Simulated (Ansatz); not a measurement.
# Nb (Nb, simple cubic): the cost of one run

Computed with Ansatz 0.2.0 (DFT r2SCAN, plane waves (500 eV) with PAW, scalar-relativistic; PAW files made under PBE, frozen cores solved again for the functional, unless a step says otherwise).

### Step 1. Starting point

Symmetry: Pm-3m, No. 221, cubic system. Conventional cell: a = 2.688 Å, b = 2.688 Å, c = 2.688 Å, α = 90.00°, β = 90.00°, γ = 90.00°. Nb (site symmetry m-3m) has 6 Nb at 2.69 Å as nearest neighbours.

Structure file:

```cif
data_structure
_symmetry_space_group_name_H-M 'Pm-3m'
_symmetry_Int_Tables_number 221
_cell_length_a 2.6876
_cell_length_b 2.6876
_cell_length_c 2.6876
_cell_angle_alpha 90.000
_cell_angle_beta 90.000
_cell_angle_gamma 90.000
_cell_volume 19.41
loop_
_atom_site_label
_atom_site_type_symbol
_atom_site_symmetry_multiplicity
_atom_site_Wyckoff_symbol
_atom_site_fract_x
_atom_site_fract_y
_atom_site_fract_z
_atom_site_occupancy
Nb1 Nb 1 a 0.00000 0.00000 0.00000 1
```

Starting moments (μB): +1.

### Step 2. Relaxation of the cell

Input file input.yaml:

```yaml
crystal:
  lattice:
    - [2.6875991705, 0.0, 0.0]
    - [0.0, 2.6875991705, 0.0]
    - [0.0, 0.0, 2.6875991705]
  atoms:
    - { symbol: Nb, position: [0.0, 0.0, 0.0], spin: 1.0 }
hamiltonian:
  xc: r2scan
  pseudopotentials:
    kind: paw
    azcp:
      Nb: "pseudopotentials/Nb.paw.azcp"
basis:
  ecutwfc: 500
  fft_grid_basis: typed
kpoints:
  mp_grid: { grid: [12, 12, 12], shift: [0, 0, 0] }
magnetization:
  spin_polarized: true
scf:
  occupations: { method: fermi_dirac, width: 0.05 }
relax:
  max_steps: 60
  f_tol: 0.01
  cell: {}
```

Run with:

```console
$ ansatz run input.yaml --threads 2 --pin off --max-ram 6144MiB --backend cpu --events-out ev --progress --plain --runs-dir out
```

**Question.** How long does this run take on 2 threads of Intel Xeon 6975P-C (Granite Rapids), shared host, and how much memory does it need?

About 8.8 s, with a peak of 0.44 GiB.
